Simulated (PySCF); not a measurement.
# CH₂ClGeN: geometry, electronic excitations

Aim: predict the electronic excitations of CH₂ClGeN (`N#[C][GeH2][Cl]`).

The runs use PySCF 2.14.0, with density-fitted response routines of our own; the level of theory stands in each step. All values are computed, except where a source is named. Atoms are numbered from 0 throughout.

### Step 1. The starting structure

6 atoms, charge 0, multiplicity 1; geometry from: GFN2-xTB. The atoms were then displaced at random by about 0.01 Å, so the start is not that level's minimum.

Bonds of the start (Å): N0–C1 1.17, C1–Ge2 1.94, Ge2–Cl3 2.06, Ge2–H4 1.50, Ge2–H5 1.49.

### Step 2. Relaxing the molecule at PBE0-D3(BJ)/def2-SVP

What the job is given:

```
{"job": {"xc": "PBE0", "basis": "def2-SVP", "d3": "d3bj", "grid": 1, "shake": 0.01, "kind": "geom"}, "charge": 0, "multiplicity": 1}
N      2.507820     0.164200    -0.006620
C      1.344150     0.062690    -0.007030
Ge    -0.582570    -0.158530    -0.004790
Cl    -1.398920     1.735370    -0.103610
H     -0.922780    -0.854660     1.281670
H     -0.923530    -0.979090    -1.204280
```

On the command line:

```console
> OMP_NUM_THREADS=1 python probes_run.py task.json out
```

The driver reads the jobs from task.json and runs them one after another.

What it wrote:

```text
step   0  E = -2630.27897215  max force = 0.028208
step   1  E = -2630.28139228  max force = 0.015498
step   2  E = -2630.28204159  max force = 0.003994
step   3  E = -2630.28235148  max force = 0.003354
step   4  E = -2630.28246404  max force = 0.002891
step   5  E = -2630.28254692  max force = 0.002266
step   6  E = -2630.28256042  max force = 0.000732
step   7  E = -2630.28255696  max force = 0.000621
step   8  E = -2630.28255733  max force = 0.000586
step   9  E = -2630.28255853  max force = 0.000418
optimisation converged
```

It took 21 s on 1 thread of Arm Neoverse V2, shared host; peak memory 0.35 GiB.

Step by step:

| step | energy from step 0 (eV) | largest force component (eV/Å) |
| --- | --- | --- |
| 0 | 0.0000 | 1.4505 |
| 1 | -0.0659 | 0.7969 |
| 2 | -0.0835 | 0.2054 |
| 3 | -0.0920 | 0.1725 |
| 4 | -0.0950 | 0.1487 |
| 5 | -0.0973 | 0.1165 |
| 6 | -0.0976 | 0.0376 |
| 7 | -0.0975 | 0.0319 |
| 8 | -0.0976 | 0.0301 |
| 9 | -0.0976 | 0.0215 |

Close pairs (by a distance rule), those that changed most:

| bond | before (Å) | after (Å) | change (Å) |
| --- | --- | --- | --- |
| Ge2–Cl3 | 2.065 | 2.147 | +0.082 |
| Ge2–H5 | 1.493 | 1.527 | +0.035 |
| Ge2–H4 | 1.502 | 1.527 | +0.026 |
| C1–Ge2 | 1.939 | 1.922 | -0.017 |
| N0–C1 | 1.168 | 1.159 | -0.009 |

The end geometry stands in the next job.

| at the end point | value |
| --- | --- |
| point group (found at 0.08 Å tolerance) | Cs |
| rotational constants (GHz, main isotopes) | 6.784, 2.281, 1.747 |
| dipole moment (D) | 3.37 |

### Step 3. Excited states and response: PBE0/aug-cc-pVTZ

What the job is given:

```
{"job": {"kind": "uv", "xc": "PBE0", "basis": "aug-cc-pVTZ"}, "charge": 0, "multiplicity": 1}
N      2.503396     0.231124    -0.059854
C      1.354767     0.077333    -0.035318
Ge    -0.545432    -0.207142     0.010245
Cl    -1.449561     1.738894    -0.053184
H     -0.897087    -0.881792     1.334687
H     -0.942410    -0.988293    -1.240860
```

Method: TDDFT PBE0/aug-cc-pVTZ, vertical, gas phase, core orbitals frozen in the response.

What it wrote:

```text
coarse grid: 28976 points
cycle   1  E = -2630.7717000246  dE = -2.616e-01  |g| = 6.571e-01  |ddm| = 5.187e+00
cycle   2  E = -2630.5800252213  dE =  1.917e-01  |g| = 1.135e+00  |ddm| = 1.936e+00
cycle   3  E = -2630.8325629981  dE = -2.525e-01  |g| = 3.039e-01  |ddm| = 1.318e+00
cycle   4  E = -2630.8503507980  dE = -1.779e-02  |g| = 3.798e-02  |ddm| = 3.477e-01
cycle   5  E = -2630.8506197683  dE = -2.690e-04  |g| = 1.235e-02  |ddm| = 5.181e-02
cycle   6  E = -2630.8506610262  dE = -4.126e-05  |g| = 1.338e-03  |ddm| = 1.894e-02
cycle   7  E = -2630.8506614838  dE = -4.576e-07  |g| = 4.464e-04  |ddm| = 2.523e-03
final grid: 57728 points
cycle   8  E = -2630.8506350545  dE = -1.572e-08  |g| = 4.904e-04  |ddm| = 3.159e-03
cycle   9  E = -2630.8506350002  dE =  5.428e-08  |g| = 7.079e-04  |ddm| = 1.498e-03
cycle  10  E = -2630.8506350999  dE = -9.967e-08  |g| = 2.518e-04  |ddm| = 9.325e-04
cycle  11  E = -2630.8506351139  dE = -1.404e-08  |g| = 1.091e-05  |ddm| = 2.604e-04
cycle  12  E = -2630.8506351139  dE = -1.364e-11  |g| = 1.650e-06  |ddm| = 1.813e-05
converged SCF energy = -2630.8506351139

Static polarisability (au): isotropic 58.841, principal 48.308 56.833 71.382

Singlet excitations
state   eV       nm        f      main configurations
  1   6.4353    192.7   0.00630   H->L 0.94
  2   6.5990    187.9   0.01791   H-1->L 0.97
  3   6.8107    182.0   0.00417   H-2->L 0.81
  4   7.1734    172.8   0.01774   H-3->L 0.63, H-2->L+2 0.25
  5   7.3470    168.8   0.00077   H-3->L+2 0.64, H-1->L+2 0.24
  6   7.6894    161.2   0.00029   H-4->L 0.65, H-1->L+1 0.20
  7   7.7139    160.7   0.01031   H->L+1 0.74, H-1->L+2 0.15
  8   7.7806    159.4   0.00177   H-1->L+2 0.49, H->L+1 0.22, H-3->L+2 0.18
  9   7.7879    159.2   0.02489   H->L+2 0.81, H-4->L 0.10
 10   7.8911    157.1   0.00273   H-1->L+1 0.75, H-4->L 0.18

Triplet excitations (Tamm-Dancoff, eV): 5.6402 6.0043 6.1245 6.1918
```

It took 35 s on 1 thread of Arm Neoverse V2, shared host; peak memory 0.86 GiB.

The orbitals next to the gap, with their largest atomic shares:

| orbital | eV | atoms |
| --- | --- | --- |
| HOMO−3 | -10.21 | N0 45 %, C1 36 %, Cl3 8 % |
| HOMO−2 | -10.17 | N0 44 %, C1 35 %, Cl3 11 % |
| HOMO−1 | -9.64 | Cl3 72 %, Ge2 13 %, N0 8 % |
| HOMO | -9.49 | Cl3 64 %, Ge2 17 %, H4 7 % |
| LUMO | -1.58 | Ge2 35 %, Cl3 19 %, C1 18 % |
| LUMO+1 | -0.67 | H4 30 %, H5 26 %, Ge2 23 % |
| LUMO+2 | -0.65 | C1 29 %, N0 29 %, Ge2 24 % |

With each of the 10 states as a Gaussian band of 0.4 eV half-width at 1/e, the curve within the window shown has maxima at 185 nm (ε 1,200), 160 nm (ε 1,700) L/(mol cm). Beyond the last state computed it falls off for lack of states. The curve at chosen wavelengths:

| nm | ε (L/mol/cm) |
| --- | --- |
| 151 | 557 |
| 153 | 896 |
| 156 | 1406 |
| 158 | 1627 |
| 161 | 1679 |
| 163 | 1568 |
| 166 | 1341 |
| 168 | 1220 |
| 171 | 1118 |
| 173 | 1090 |
| 175 | 1081 |
| 178 | 1096 |
| 180 | 1122 |
| 183 | 1168 |
| 185 | 1183 |
| 188 | 1151 |
| 190 | 1083 |
| 192 | 980 |
| 195 | 783 |
| 197 | 642 |
| 200 | 443 |
| 202 | 331 |
| 205 | 200 |
| 207 | 137 |
| 210 | 74 |
| 212 | 47 |

Ground-state properties from the same run:

| property | computed |
| --- | --- |
| dipole moment (D) | 3.52 |
| polarisability (Å³) | 8.72 |
| HOMO–LUMO gap (eV) | 7.91 |
| −ε(HOMO) (eV) | 9.49 |

### Step 4. Ultraviolet spectrum: PBE0/def2-TZVPD

Same as in step 3 but for these lines:

```diff
@@ -1,2 +1,2 @@
-{"job": {"kind": "uv", "xc": "PBE0", "basis": "aug-cc-pVTZ"}, "charge": 0, "multiplicity": 1}
+{"job": {"kind": "uv", "xc": "PBE0", "basis": "def2-TZVPD"}, "charge": 0, "multiplicity": 1}
 N      2.503396     0.231124    -0.059854
```

Method: TDDFT PBE0/def2-TZVPD, vertical, gas phase, core orbitals frozen in the response.

What it wrote:

```text
coarse grid: 28976 points
cycle   1  E = -2630.7195492226  dE = -2.650e-01  |g| = 8.033e-01  |ddm| = 2.317e+00
cycle   2  E = -2630.5096876243  dE =  2.099e-01  |g| = 1.320e+00  |ddm| = 1.484e+00
cycle   3  E = -2630.7836490927  dE = -2.740e-01  |g| = 3.517e-01  |ddm| = 9.479e-01
cycle   4  E = -2630.8077142350  dE = -2.407e-02  |g| = 4.239e-02  |ddm| = 1.980e-01
cycle   5  E = -2630.8080426211  dE = -3.284e-04  |g| = 1.110e-02  |ddm| = 3.614e-02
cycle   6  E = -2630.8080722016  dE = -2.958e-05  |g| = 2.191e-03  |ddm| = 1.017e-02
cycle   7  E = -2630.8080735545  dE = -1.353e-06  |g| = 3.992e-04  |ddm| = 2.315e-03
final grid: 57728 points
cycle   8  E = -2630.8080551182  dE = -5.227e-09  |g| = 4.829e-04  |ddm| = 1.718e-03
cycle   9  E = -2630.8080550396  dE =  7.856e-08  |g| = 7.747e-04  |ddm| = 8.662e-04
cycle  10  E = -2630.8080551572  dE = -1.176e-07  |g| = 2.405e-04  |ddm| = 5.222e-04
cycle  11  E = -2630.8080551697  dE = -1.246e-08  |g| = 1.318e-05  |ddm| = 1.476e-04
cycle  12  E = -2630.8080551697  dE = -3.502e-11  |g| = 2.784e-06  |ddm| = 1.122e-05
converged SCF energy = -2630.8080551697

Static polarisability (au): isotropic 58.727, principal 48.282 56.707 71.190

Singlet excitations
state   eV       nm        f      main configurations
  1   6.4469    192.3   0.00592   H->L 0.94
  2   6.6102    187.6   0.01727   H-1->L 0.97
  3   6.8181    181.8   0.00398   H-2->L 0.81
  4   7.1830    172.6   0.01762   H-3->L 0.63, H-2->L+1 0.26
  5   7.3536    168.6   0.00078   H-3->L+1 0.65, H-1->L+1 0.24
  6   7.7041    160.9   0.00044   H-4->L 0.71, H-1->L+2 0.14
  7   7.7594    159.8   0.00392   H-1->L+1 0.54, H->L+2 0.20, H-3->L+1 0.18
  8   7.8008    158.9   0.02405   H->L+1 0.81, H-4->L 0.10
  9   7.8451    158.0   0.00906   H->L+2 0.77, H-1->L+1 0.12
 10   7.9699    155.6   0.00254   H-1->L+2 0.83, H-4->L 0.13

Triplet excitations (Tamm-Dancoff, eV): 5.6395 6.0095 6.1256 6.1933
```

It took 26 s on 1 thread of Arm Neoverse V2, shared host; peak memory 0.74 GiB.

Key values: HOMO -9.49 eV, LUMO -1.56 eV; lowest singlet 6.45 eV.

### Step 5. Side by side: electronic excitations

Excitations and ground-state properties, with basis size and wall time:

| run | lowest singlet (eV) | brightest (eV) | f | gap (eV) | α (Å³) | μ (D) | functions | time |
| --- | --- | --- | --- | --- | --- | --- | --- | --- |
| PBE0/aug-cc-pVTZ | 6.44 | 7.79 | 0.025 | 7.91 | 8.72 | 3.52 | 247 | 35 s |
| PBE0/def2-TZVPD | 6.45 | 7.80 | 0.024 | 7.93 | 8.70 | 3.51 | 192 | 26 s |

### Step 6. Results

| quantity | value |
| --- | --- |
| point group | Cs |
| rotational constants (main isotopes) | 6.78, 2.28, 1.75 GHz |
| lowest singlet (PBE0/aug-cc-pVTZ) | 6.44 eV (193 nm), f = 0.006 |
| brightest single state of those computed | state 9, 7.79 eV, f = 0.025 |
| lowest triplet | 5.64 eV |
| range of the lowest singlet | 6.44 to 6.45 eV |

In words: The start of the PBE0/def2-SVP relaxation was shaken at random by about 0.01 Å, so part of the energy gained, and of the first lengths quoted, undoes that. Relaxing lowered the energy by 0.098 eV in 9 steps; the close pair that moved most is Ge2–Cl3, from 2.065 to 2.147 Å. The first singlet state (HOMO→LUMO 0.94) lies at 6.44 eV and is weak; of the 10 states computed, the strongest absorption comes from state 9 at 7.79 eV. The lowest triplet lies 0.80 eV below the lowest singlet (triplets in Tamm-Dancoff, singlets in full TDDFT). The lowest singlet runs from 6.44 eV (PBE0/aug-cc-pVTZ) to 6.45 eV (PBE0/def2-TZVPD), while the orbital gap spans 7.91 to 7.93 eV. The lowest state need not be the same one in every run.
